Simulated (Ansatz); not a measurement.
# WSO (2H monolayer (Janus) type, one sheet): Wannier runs under varied settings

Aim: run 2 Wannier inputs for WSO (2H monolayer (Janus) type, one sheet) as typed, and read from each log whether it ends well.

Method: plane waves, PAW; the settings change from run to run, as each input shows, in Ansatz 0.2.0.

1 further run of the same task is left out (it didn't finish).

**1. The structure to begin with**

Symmetry: P3m1, No. 156, trigonal system. The conventional cell has a = 2.992 Å, b = 2.992 Å, c = 30.212 Å, α = 90.00°, β = 90.00°, γ = 120.00°. W (site symmetry 3m) is surrounded by 3 O at 2.08 Å and 3 S at 2.37 Å. Around O (site symmetry 3m) lie 3 W at 2.08 Å. Around S (site symmetry 3m) lie 3 W at 2.37 Å.

Structure file:

```
W O S
1.0
     2.99207    0.00000    0.00000
    -1.49604    2.59121    0.00000
     0.00000    0.00000   30.21242
W O S
1 1 1
Direct
  0.33333 0.66667 0.30307
  0.66667 0.33333 0.34127
  0.66667 0.33333 0.24934
```

Cell and atoms come from an earlier r2SCAN relaxation. No spin polarisation is used; should the compound be magnetic, its bands and low-energy spectrum would differ. The cell holds one sheet and vacuum, and is periodic in the plane alone; ε, where given, is a mean over the whole height of the cell, so ε₂ and ε₁ − 1 scale inversely with that height and aren't the sheet's own values. No run includes spin-orbit coupling, which matters for W.

**2. Try 1**

File input.yaml:

```yaml
crystal:
  lattice:
    - [2.9920703912, 0.0, 0.0]
    - [-1.4960351956, 2.5912089687, 0.0]
    - [0.0, 0.0, 30.2124244]
  atoms:
    - { symbol: W, position: [0.3333333333, 0.6666666667, 0.3030705986] }
    - { symbol: O, position: [0.6666666667, 0.3333333333, 0.3412662347] }
    - { symbol: S, position: [0.6666666667, 0.3333333333, 0.2493352415] }
  periodic: [true, true, false]
kpoints:
  mp_grid: { grid: [9, 9, 1] }
  band_path:
    path:
      - [0, 0, 0]
      - [0.5, 0, 0]
      - [0.3333333333333, 0.3333333333333, 0]
      - [0, 0, 0]
    npoints: 10
hamiltonian:
  xc: pbe
scf:
  occupations: { method: fixed }
  n_extra_bands: 6
output:
  forces: false
  stress: false
  eigenvalues: true
  wannier:
    kmesh: [6, 6, 1]
    projections:
      - { species: O, l: s, shell: 2 }
      - { species: O, l: p, shell: 2 }
      - { species: S, l: s, shell: 3 }
    minimise: true
    write_hr: true
    conv_tol: 1.0e-08
    max_iter: 1000
  write_density: true
  write_potential: true
  elf: true
  volumetric_format: npy
```

Output:

```text
scf.n_extra_bands = 6 over 13 filled bands (N_el = 26.0): the run solves 19 bands
Engine: ansatz 0.2.0, x86_64-unknown-linux-gnu
Pseudopotentials: kind: paw
Pseudopotential: W, paw, valence charge 14, recommended cutoff 420 eV (normal), W.paw.azcp
Pseudopotential: O, paw, valence charge 6, recommended cutoff 420 eV (normal), O.paw.azcp
Pseudopotential: S, paw, valence charge 6, recommended cutoff 420 eV (normal), S.paw.azcp
Functional definition: PBE
  parameter kappa = 0.804
  parameter beta = 0.06672455060314922
  exchange = pbe_x(kappa = kappa, mu = beta*pi^2/3)
  correlation = pbe_c(beta = beta)
Crystal: 3 atoms, lattice volume = 234.239 Å³
Basis set: ecut = 420 eV, 4433 PW (Γ)
Bands: 19, of which v1, the nominal top of the filled ones, is band 13 counted from 1 (12 counted from 0)
Symmetry: 6 space group operations
Space group: P3m1 (ITA 156), of the structure as read, at distance tolerance 6.2e-5 Å
k-points: 12 of 81 (time reversal used)
Non-local potential: W, projectors of the file, l = 0: 3, l = 1: 2, l = 2: 2, l = 3: 1
Non-local potential: O, projectors of the file, l = 0: 2, l = 1: 2, l = 2: 1
Non-local potential: S, projectors of the file, l = 0: 2, l = 1: 2, l = 2: 2
PAW form: soft (Blöchl's): semilocal exchange-correlation on the pseudo side does not see the compensation charge
PAW one-centre angular grid: W, 590 points (default); XC on 64 Gauss nodes
PAW one-centre angular grid: O, 110 points (default); XC on 64 Gauss nodes
PAW one-centre angular grid: S, 110 points (default); XC on 64 Gauss nodes
Initial density: superposition of atomic densities (neutral atoms: chi_scale 0, normalization atom), corrected by the library's trained network
Initial wavefunctions: pseudopotential atomic-orbital guess
Functional: x = pbe(κ = 0.804, μ = 0.2195149727645171), c = pbe(β = 0.06672455060314922)
SCF iter   1: F=—  HF=-11855.671324 eV  |F-HF|=—  |Δ(HF+E_count)|=         —  Δρ=4.38e-3  dr2=6.72e-2  ethr=1.77e-3  ⟨swp⟩=7.4  Hψ=1513  notcnv=0  defer=48
preconditioner: auto → Resta (q_TF=auto, 1.891 Å⁻¹)  ε∞=1.8  [insulator: Δε(μ)=1.490 eV  Ē_g=11.427 eV  n_scr=18 (ndim 8)  ℏωp=10.3 eV  f_vac=0.794  ε∞_Penn≈1.8  vacuum switching on, ρ_ref=9.5e-3 e/Å³]
SCF iter   2: F=—  HF=-11855.675404 eV  |F-HF|=—  |Δ(HF+E_count)|=   4.08e-3  Δρ=4.07e-3  dr2=7.44e-2  ethr=2.58e-4  ⟨swp⟩=4.8  Hψ=616  notcnv=0  defer=48
SCF iter   3: F=—  HF=-11855.668088 eV  |F-HF|=—  |Δ(HF+E_count)|=   7.32e-3  Δρ=1.77e-3  dr2=1.54e-2  ethr=2.58e-4  ⟨swp⟩=3.6  Hψ=347  notcnv=0  defer=48
SCF iter   4: F=—  HF=-11855.668668 eV  |F-HF|=—  |Δ(HF+E_count)|=   5.80e-4  Δρ=1.12e-3  dr2=3.55e-3  ethr=5.94e-5  ⟨swp⟩=3.8  Hψ=506  notcnv=0  defer=48
SCF iter   5: F=—  HF=-11855.668840 eV  |F-HF|=—  |Δ(HF+E_count)|=   1.72e-4  Δρ=4.65e-4  dr2=2.87e-4  ethr=1.37e-5  ⟨swp⟩=3.0  Hψ=354  notcnv=0  defer=48
SCF iter   6: F=—  HF=-11855.669008 eV  |F-HF|=—  |Δ(HF+E_count)|=   1.68e-4  Δρ=1.73e-4  dr2=7.91e-5  ethr=1.10e-6  ⟨swp⟩=3.2  Hψ=470  notcnv=0  defer=48
SCF iter   7: F=—  HF=-11855.669057 eV  |F-HF|=—  |Δ(HF+E_count)|=   4.93e-5  Δρ=4.85e-5  dr2=5.54e-6  ethr=3.04e-7  ⟨swp⟩=2.6  Hψ=376  notcnv=0  defer=48
SCF iter   8: F=-11855.669057 eV  HF=-11855.669057 eV  |F-HF|=4.52e-8  |Δ(HF+E_count)|=   1.23e-7  Δρ=7.61e-6  dr2=8.03e-8  ethr=3.85e-10  ⟨swp⟩=22.3  Hψ=2387  notcnv=0
SCF 1 converged in 8 iterations: F = -11855.669057 eV  dr2 = 8.03e-8
NSCF: frozen V_eff on 31 k-points, pencils in batches of 32, up to order 84
NSCF: frozen V_eff on 10 k-points, pencils in batches of 32, up to order 76
the Wannier pass solved 10 of the 36 points of its mesh, and has the states at the others by symmetry: states obtained by the crystal's operations at points that were solved too leave a residual of 1.43e-13 eV (read by the count's bands and the next), within 8.33e-6 eV
WARN: The output density's exchange-correlation potential varies sharply where the density is thin. Do not read a vacuum level from v_tot or v_xc, or from such a field of the output density. On a cell that repeats whose density bears no net charge and no dipole along the vacuum's axis use v_es (v_loc + v_h of the components); under efield.dipole_correction with no amplitude use v_es + v_field, which holds any external_charges[].barrier, or the levels of the report's work_function block, which leave it out; under a non-zero efield.amplitude the vacuum is tilted and has no level; on a cell that repeats and bears such a dipole with no correction it is tilted too, and efield.dipole_correction with no amplitude gives each side of its ramp a level where efield: is served; in a cell that repeats whose density bears a net charge (total_charge, or a fill off its count) it is curved and has none; of a slab under crystal.periodic whose density bears no net charge use v_es, which has a level on each side, short of where the two are joined; of another it falls or rises all the way out and has none; of a slab beside external_charges read slab_vacuum_level instead, which it has where they leave it neutral. The grid or the basis barely resolves most such structure, and the values can differ between equally converged runs; as a rule a tighter scf.convergence.dr2_threshold does not remove it. Where the density itself ripples (under the LDA too) a higher basis.ecutwfc lessens it. The files hold the spikes' plane waves up to the density's cutoff. Files: v_tot_of_output_density and the like, and their columns of v_z.tsv (output.write_potential); v_xc_of_output_density and the like, and their columns of v_comp_z.tsv (output.write_potential_components). Measured: with its Gaussian average of σ = 0.25 Å subtracted twice, the exchange-correlation potential is over 0.1 eV at 876 of the grid points where the equally averaged density (valence and model cores) is under 1e-3 e/Å³, and 0.945 eV at the most among them, at an averaged density of 6.6e-4 e/Å³. The input density's (outcome.potential() and, of a run that writes arrays, v_tot and v_xc) is over 0.1 eV, so measured, at 880 points of its own thin density, 0.941 eV at the most. See output.write_potential in the manual, Limitations
SCF converged after 8 iterations
Free energy (F): -11855.669057 eV
Harris-Foulkes:  -11855.669057 eV  (|F-HF|=4.52e-8)
Internal energy: -11855.669057 eV  (E = F + TS)
E sigma→0 (E₀):  -11855.669057 eV
Fermi energy:    -5.563473 eV
--- Per-component energies (eV) ---
  E_band       = -656.306199
  E_kinetic    = 734.244320
  E_local      = -51131.557358  (includes V_loc(G=0)·N_el)
  E_nonlocal   = 76.158317
  E_hartree    = 25125.670322
  E_xc         = -438.571417
  E_vxc        = -421.348663  (∫ρ·V_xc dr)
  E_paw        = -9320.354788  (= ΣΔE_a)
  E_vpaw       = -165.134990  (= ΣTr[D̂ρ^β])
  E_aug_tail   = 0.002379  (compensation charges beyond the density's cutoff)
  E_ewald      = 23098.739166
  E_smearing   = -0.000000  (= −TS)
  E_closure    = -0.000000  (closes the sum)
  Σ components = -11855.669057   (vs F -11855.669057, Δ=0.00e0)
--- Band table (eV; the first three rows and the last of 12) ---
  k-point 0: bands = ["-80.4181", "-44.7696", "-44.3989", "-44.3989", "-25.1840", "-20.7475", "-13.0740", "-10.8816", "-10.8816", "-9.1123", "-7.8515", "-7.8515", "-5.5635", "-3.1932", "-3.1932", "-2.6510 (-2.6510°)", "-2.6510 (-2.6510°)", "-1.7887", "-1.0783"]
  k-point 1: bands = ["-80.4134", "-44.7548", "-44.4775", "-44.4161", "-25.0918", "-20.6108", "-12.8319", "-11.2022", "-10.7679", "-9.1614", "-8.2207", "-8.0332", "-5.8111", "-3.3613", "-3.1876", "-2.9331", "-2.3899 (-2.3899°)", "-1.1848", "-0.6138"]
  k-point 2: bands = ["-80.4014", "-44.7194", "-44.6700", "-44.4594", "-24.8860", "-20.2012", "-12.4061", "-11.5934", "-10.6039", "-9.9690", "-8.4693", "-8.2429", "-6.5828", "-3.5835", "-3.2256", "-2.7208", "-1.7167", "-0.3012", "0.5406"]
  k-point 11: bands = ["-80.3727", "-44.8901", "-44.8032", "-44.6241", "-24.5157", "-18.6063", "-12.7718", "-11.8605", "-11.0092", "-10.6777", "-9.8438", "-8.8020", "-6.5539", "-4.0157", "-2.4002", "-1.4903", "-0.7259", "1.2783", "4.0568"]
  ° read free of the cell's end (the report's vacuum.weakly_bound_levels)
Wannier search: line search 1 of at most 1000: gauge-dependent spread (as the search counts it) 0.9958964 Å², largest recent change 2.3e-1 Å² and fall left 5.0e-3 Å² against conv_tol 1.0e-8 Å², 0 stops escaped
```

It took 33 s on 1 × NVIDIA H100 80GB HBM3 with 2 threads of AMD EPYC 7R13 (Zen 3), shared host; peak host memory 1.1 GiB.

wannier.win names the bands that the functions span: 5-6, combinations of 7-12 (counted from 1; 13 are filled). Combinations are drawn from entangled bands, so such a model needn't follow any one band.

The head of wannier.spreads.toml:

```toml
omega_i_ang2 = 8.023272368369362
omega_d_ang2 = 0.05050373524398269
omega_od_ang2 = 0.6885888843663912
omega_total_ang2 = 8.762364987979735
least_projectability = 0.6168519921152338
b_vectors_match_mmn = true
n_iter = 30
converged = true
rejected_fitted_steps = 0
```

The functions (centres in Å, on-site energies from the top of the filled bands):

```tsv
n	x	y	z	spread (Å²)	on-site (eV)	nearest atoms	distance (Å)
1	1.496	0.864	10.393	1.468	-11.880	O2	0.08
2	1.820	1.051	9.844	2.016	-8.041	O2	0.60
3	1.172	1.051	9.844	2.016	-8.041	O2	0.60
4	1.496	0.490	9.844	2.016	-8.041	O2	0.60
5	1.496	0.864	7.726	1.247	-13.766	S3	0.19
```

Along the path each interpolated band stays within 0.00, 0.01, 0.79, 0.33, 0.35 eV of the nearest computed level, from the lowest band up.

**3. Try 2**

input.yaml: that of step 2 with these lines changed.

```diff
@@ -30,6 +30,3 @@
     kmesh: [6, 6, 1]
-    projections:
-      - { species: O, l: s, shell: 2 }
-      - { species: O, l: p, shell: 2 }
-      - { species: S, l: s, shell: 3 }
+    projections: [{ species: O, l: s, shell: 2 }, { species: O, l: p, shell: 2 }]
     minimise: true
@@ -38,2 +35,3 @@
     max_iter: 1000
+    stability_check: false
   write_density: true
```

Output:

```text
scf.n_extra_bands = 6 over 13 filled bands (N_el = 26.0): the run solves 19 bands
[... 10 set-up lines as earlier in the session ...]
Crystal: 3 atoms, lattice volume = 234.239 Å³
Basis set: ecut = 420 eV, 4433 PW (Γ)
Bands: 19, of which v1, the nominal top of the filled ones, is band 13 counted from 1 (12 counted from 0)
[... 2 set-up lines as earlier in the session ...]
k-points: 12 of 81 (time reversal used)
[... 10 set-up lines as earlier in the session ...]
SCF iter   1: F=—  HF=-11855.671324 eV  |F-HF|=—  |Δ(HF+E_count)|=         —  Δρ=4.38e-3  dr2=6.72e-2  ethr=1.77e-3  ⟨swp⟩=7.4  Hψ=1513  notcnv=0  defer=48
preconditioner: auto → Resta (q_TF=auto, 1.891 Å⁻¹)  ε∞=1.8  [insulator: Δε(μ)=1.490 eV  Ē_g=11.427 eV  n_scr=18 (ndim 8)  ℏωp=10.3 eV  f_vac=0.794  ε∞_Penn≈1.8  vacuum switching on, ρ_ref=9.5e-3 e/Å³]
SCF iter   2: F=—  HF=-11855.675404 eV  |F-HF|=—  |Δ(HF+E_count)|=   4.08e-3  Δρ=4.07e-3  dr2=7.44e-2  ethr=2.58e-4  ⟨swp⟩=4.8  Hψ=616  notcnv=0  defer=48
SCF iter   3: F=—  HF=-11855.668088 eV  |F-HF|=—  |Δ(HF+E_count)|=   7.32e-3  Δρ=1.77e-3  dr2=1.54e-2  ethr=2.58e-4  ⟨swp⟩=3.6  Hψ=347  notcnv=0  defer=48
SCF iter   4: F=—  HF=-11855.668668 eV  |F-HF|=—  |Δ(HF+E_count)|=   5.80e-4  Δρ=1.12e-3  dr2=3.55e-3  ethr=5.94e-5  ⟨swp⟩=3.8  Hψ=506  notcnv=0  defer=48
SCF iter   5: F=—  HF=-11855.668840 eV  |F-HF|=—  |Δ(HF+E_count)|=   1.72e-4  Δρ=4.65e-4  dr2=2.87e-4  ethr=1.37e-5  ⟨swp⟩=3.0  Hψ=354  notcnv=0  defer=48
SCF iter   6: F=—  HF=-11855.669008 eV  |F-HF|=—  |Δ(HF+E_count)|=   1.68e-4  Δρ=1.73e-4  dr2=7.91e-5  ethr=1.10e-6  ⟨swp⟩=3.2  Hψ=470  notcnv=0  defer=48
SCF iter   7: F=—  HF=-11855.669057 eV  |F-HF|=—  |Δ(HF+E_count)|=   4.93e-5  Δρ=4.85e-5  dr2=5.54e-6  ethr=3.04e-7  ⟨swp⟩=2.6  Hψ=376  notcnv=0  defer=48
SCF iter   8: F=-11855.669057 eV  HF=-11855.669057 eV  |F-HF|=4.52e-8  |Δ(HF+E_count)|=   1.23e-7  Δρ=7.61e-6  dr2=8.03e-8  ethr=3.85e-10  ⟨swp⟩=22.3  Hψ=2387  notcnv=0
SCF 1 converged in 8 iterations: F = -11855.669057 eV  dr2 = 8.03e-8
NSCF: frozen V_eff on 31 k-points, pencils in batches of 32, up to order 84
NSCF: frozen V_eff on 10 k-points, pencils in batches of 32, up to order 76
the Wannier pass solved 10 of the 36 points of its mesh, and has the states at the others by symmetry: states obtained by the crystal's operations at points that were solved too leave a residual of 1.43e-13 eV (read by the count's bands and the next), within 8.33e-6 eV
WARN: The output density's exchange-correlation potential varies sharply where the density is thin. Do not read a vacuum level from v_tot or v_xc, or from such a field of the output density. On a cell that repeats whose density bears no net charge and no dipole along the vacuum's axis use v_es (v_loc + v_h of the components); under efield.dipole_correction with no amplitude use v_es + v_field, which holds any external_charges[].barrier, or the levels of the report's work_function block, which leave it out; under a non-zero efield.amplitude the vacuum is tilted and has no level; on a cell that repeats and bears such a dipole with no correction it is tilted too, and efield.dipole_correction with no amplitude gives each side of its ramp a level where efield: is served; in a cell that repeats whose density bears a net charge (total_charge, or a fill off its count) it is curved and has none; of a slab under crystal.periodic whose density bears no net charge use v_es, which has a level on each side, short of where the two are joined; of another it falls or rises all the way out and has none; of a slab beside external_charges read slab_vacuum_level instead, which it has where they leave it neutral. The grid or the basis barely resolves most such structure, and the values can differ between equally converged runs; as a rule a tighter scf.convergence.dr2_threshold does not remove it. Where the density itself ripples (under the LDA too) a higher basis.ecutwfc lessens it. The files hold the spikes' plane waves up to the density's cutoff. Files: v_tot_of_output_density and the like, and their columns of v_z.tsv (output.write_potential); v_xc_of_output_density and the like, and their columns of v_comp_z.tsv (output.write_potential_components). Measured: with its Gaussian average of σ = 0.25 Å subtracted twice, the exchange-correlation potential is over 0.1 eV at 876 of the grid points where the equally averaged density (valence and model cores) is under 1e-3 e/Å³, and 0.945 eV at the most among them, at an averaged density of 6.6e-4 e/Å³. The input density's (outcome.potential() and, of a run that writes arrays, v_tot and v_xc) is over 0.1 eV, so measured, at 880 points of its own thin density, 0.941 eV at the most. See output.write_potential in the manual, Limitations
SCF converged after 8 iterations
Free energy (F): -11855.669057 eV
Harris-Foulkes:  -11855.669057 eV  (|F-HF|=4.52e-8)
Internal energy: -11855.669057 eV  (E = F + TS)
E sigma→0 (E₀):  -11855.669057 eV
Fermi energy:    -5.563473 eV
--- Per-component energies (eV) ---
  E_band       = -656.306199
  E_kinetic    = 734.244320
  E_local      = -51131.557358  (includes V_loc(G=0)·N_el)
  E_nonlocal   = 76.158317
  E_hartree    = 25125.670322
  E_xc         = -438.571417
  E_vxc        = -421.348663  (∫ρ·V_xc dr)
  E_paw        = -9320.354788  (= ΣΔE_a)
  E_vpaw       = -165.134990  (= ΣTr[D̂ρ^β])
  E_aug_tail   = 0.002379  (compensation charges beyond the density's cutoff)
  E_ewald      = 23098.739166
  E_smearing   = -0.000000  (= −TS)
  E_closure    = -0.000000  (closes the sum)
  Σ components = -11855.669057   (vs F -11855.669057, Δ=0.00e0)
--- Band table (eV; the first three rows and the last of 12) ---
  k-point 0: bands = ["-80.4181", "-44.7696", "-44.3989", "-44.3989", "-25.1840", "-20.7475", "-13.0740", "-10.8816", "-10.8816", "-9.1123", "-7.8515", "-7.8515", "-5.5635", "-3.1932", "-3.1932", "-2.6510 (-2.6510°)", "-2.6510 (-2.6510°)", "-1.7887", "-1.0783"]
  k-point 1: bands = ["-80.4134", "-44.7548", "-44.4775", "-44.4161", "-25.0918", "-20.6108", "-12.8319", "-11.2022", "-10.7679", "-9.1614", "-8.2207", "-8.0332", "-5.8111", "-3.3613", "-3.1876", "-2.9331", "-2.3899 (-2.3899°)", "-1.1848", "-0.6138"]
  k-point 2: bands = ["-80.4014", "-44.7194", "-44.6700", "-44.4594", "-24.8860", "-20.2012", "-12.4061", "-11.5934", "-10.6039", "-9.9690", "-8.4693", "-8.2429", "-6.5828", "-3.5835", "-3.2256", "-2.7208", "-1.7167", "-0.3012", "0.5406"]
  k-point 11: bands = ["-80.3727", "-44.8901", "-44.8032", "-44.6241", "-24.5157", "-18.6063", "-12.7718", "-11.8605", "-11.0092", "-10.6777", "-9.8438", "-8.8020", "-6.5539", "-4.0157", "-2.4002", "-1.4903", "-0.7259", "1.2783", "4.0568"]
  ° read free of the cell's end (the report's vacuum.weakly_bound_levels)
Wannier search: line search 1 of at most 1000: gauge-dependent spread (as the search counts it) 1.0258547 Å², largest recent change 3.5e-2 Å² against conv_tol 1.0e-8 Å², 0 stops escaped
Wannier search: line search 100 of at most 1000: gauge-dependent spread (as the search counts it) 0.7026560 Å², largest recent change 4.1e-6 Å² against conv_tol 1.0e-8 Å², 0 stops escaped
Wannier search: line search 200 of at most 1000: gauge-dependent spread (as the search counts it) 0.6996732 Å², largest recent change 4.2e-4 Å² against conv_tol 1.0e-8 Å², 0 stops escaped
Wannier search: line search 300 of at most 1000: gauge-dependent spread (as the search counts it) 0.5873976 Å², largest recent change 1.1e-6 Å² against conv_tol 1.0e-8 Å², 0 stops escaped
```

Wall time 55 s (1 × NVIDIA H100 80GB HBM3 with 2 threads of AMD EPYC 7R13 (Zen 3), shared host); peak host memory 1.1 GiB.

wannier.win names the bands that the functions span: 5, combinations of 7-12 (counted from 1; 13 are filled). Combinations are drawn from entangled bands, so such a model needn't follow any one band.

The head of wannier.spreads.toml:

```toml
omega_i_ang2 = 7.104859767021338
omega_d_ang2 = 0.05004364822550679
omega_od_ang2 = 0.5373438800002774
omega_total_ang2 = 7.692247295247123
least_projectability = 0.6280812784261207
b_vectors_match_mmn = true
n_iter = 347
converged = true
```

The functions (centres in Å, on-site energies from the top of the filled bands):

```tsv
n	x	y	z	spread (Å²)	on-site (eV)	nearest atoms	distance (Å)
1	1.496	0.864	10.378	1.612	-11.562	O2	0.07
2	1.167	1.054	9.847	2.027	-8.050	O2	0.60
3	1.826	1.054	9.847	2.027	-8.052	O2	0.60
4	1.496	0.483	9.847	2.027	-8.051	O2	0.60
```

Along the path each interpolated band stays within 0.01, 1.00, 0.41, 0.35 eV of the nearest computed level, from the lowest band up.

**4. Summary**

| try | settings | ended | result | time |
| --- | --- | --- | --- | --- |
| 1 | PBE, 5 functions, 6×6×1 | converged | spread 8.76 Å² | 33 s |
| 2 | PBE, 4 functions, 6×6×1 | converged | spread 7.69 Å² | 55 s |

2 converged. Over the sound inputs the mean spread of a function spans 1.75 to 1.92 Å². These values shouldn't be quoted for the material: the settings weren't chosen for accuracy.
